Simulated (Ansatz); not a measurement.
# V2O5: properties at the relaxed cell

The task here is to estimate one member of a computed series from the others.

Program: Ansatz 0.2.0. Level of theory: DFT r2SCAN, scalar-relativistic, plane waves, PAW. These are calculated values, not measurements.

## Starting point

Symmetry: Pmmn, No. 59, orthorhombic system. The conventional cell has a = 3.540 Å, b = 11.522 Å, c = 4.373 Å, α = 90.00°, β = 90.00°, γ = 90.00°. V (site symmetry m) is surrounded by 5 O at 1.57 to 2.03 Å. O (site symmetry m) is surrounded by 1 V at 1.57 Å. O (site symmetry m) is surrounded by 3 V at 1.87 to 2.03 Å. Around O (site symmetry mm2) lie 2 V at 1.77 Å.

Structure file:

```
CELL_PARAMETERS angstrom
3.54015 0.00000 0.00000
0.00000 11.52169 0.00000
0.00000 0.00000 4.37305
ATOMIC_POSITIONS crystal
V 0.00000 0.85163 0.11278
V 0.00000 0.14837 0.11278
V 0.50000 0.35163 0.88722
V 0.50000 0.64837 0.88722
O 0.00000 0.85387 0.47244
O 0.00000 0.14613 0.47244
O 0.50000 0.35387 0.52756
O 0.50000 0.64613 0.52756
O 0.00000 0.68138 0.99481
O 0.00000 0.31862 0.99481
O 0.50000 0.18138 0.00519
O 0.50000 0.81862 0.00519
O 0.00000 0.00000 0.00530
O 0.50000 0.50000 0.99470
```

This cell was relaxed beforehand with the same method: volume 12.74 Å³/atom, gap on the mesh 2.20 eV.

Set-up of the first run:

File input.yaml:

```yaml
crystal:
  lattice:
    - [3.5043841999, 0.0, 0.0]
    - [0.0, 11.4053033614, 0.0]
    - [0.0, 0.0, 4.328874633]
  atoms:
    - { symbol: V, position: [0.0, 0.8516300674, 0.1127806365] }
    - { symbol: V, position: [0.0, 0.1483699326, 0.1127806365] }
    - { symbol: V, position: [0.5, 0.3516300674, 0.8872193635] }
    - { symbol: V, position: [0.5, 0.6483699326, 0.8872193635] }
    - { symbol: O, position: [0.0, 0.853869338, 0.4724449007] }
    - { symbol: O, position: [0.0, 0.146130662, 0.4724449007] }
    - { symbol: O, position: [0.5, 0.353869338, 0.5275550993] }
    - { symbol: O, position: [0.5, 0.646130662, 0.5275550993] }
    - { symbol: O, position: [0.0, 0.6813820127, 0.9948077318] }
    - { symbol: O, position: [0.0, 0.3186179873, 0.9948077318] }
    - { symbol: O, position: [0.5, 0.1813820127, 0.0051922682] }
    - { symbol: O, position: [0.5, 0.8186179873, 0.0051922682] }
    - { symbol: O, position: [0.0, 0.0, 1.0052998732] }
    - { symbol: O, position: [0.5, 0.5, -0.0052998732] }
basis:
  ecutwfc: 500
kpoints:
  mp_grid: { grid: [8, 4, 6] }
hamiltonian:
  xc: r2scan
scf:
  occupations: { method: gaussian, width: 0.02 }
output:
  forces: true
  stress: true
  eigenvalues: true
relax:
  adjacent_minimum: "off"
  f_tol: 0.01
  max_steps: 30
  cell: { stress_tol: 0.1, fix: [volume] }
```

On the command line:

```
$ ansatz run input.yaml --threads 8 --pin off --max-ram 22528MiB --backend cpu --events-out ev --progress --plain --runs-dir out
```

Among the steps run: Volume × 0.97; The cell scaled to 1.03 of its volume; Point at V/V0 = 0.94; The cell scaled to 1.06 of its volume.

One of the session's tables, all rows but one given; the rest of the session is left out.

It belongs to the step «Equation of state». 

| volume (Å³/atom) | energy above the lowest point (meV/atom) | pressure (GPa) | gap on the mesh (eV) |
| --- | --- | --- | --- |
| 11.976 | 6.3 | 3.05 | 1.93 |
| 12.358 | 1.4 | 1.21 | 2.08 |
| 12.741 | 0.0 | 0.00 | 2.20 |
| 13.123 | ? | ? | ? |
| 13.505 | 3.5 | -1.27 | 2.36 |

Q: Estimate the row for volume (Å³/atom) = 13.123 from the others.

Worked estimate for «energy above the lowest point (meV/atom)». A straight line through the neighbours (12.741, 0.0) and (13.505, 3.5) gives 0.0 + (3.5 − 0.0) × (13.123 − 12.741) / (13.505 − 12.741) = 1.7; a parabola fitted to 3 rows on both sides gives 0.7.

**Answer.** energy above the lowest point (meV/atom): 1.0; pressure (GPa): -0.79; gap on the mesh (eV): 2.30. In «energy above the lowest point (meV/atom)» the line misses by +0.7 and the parabola by -0.3.
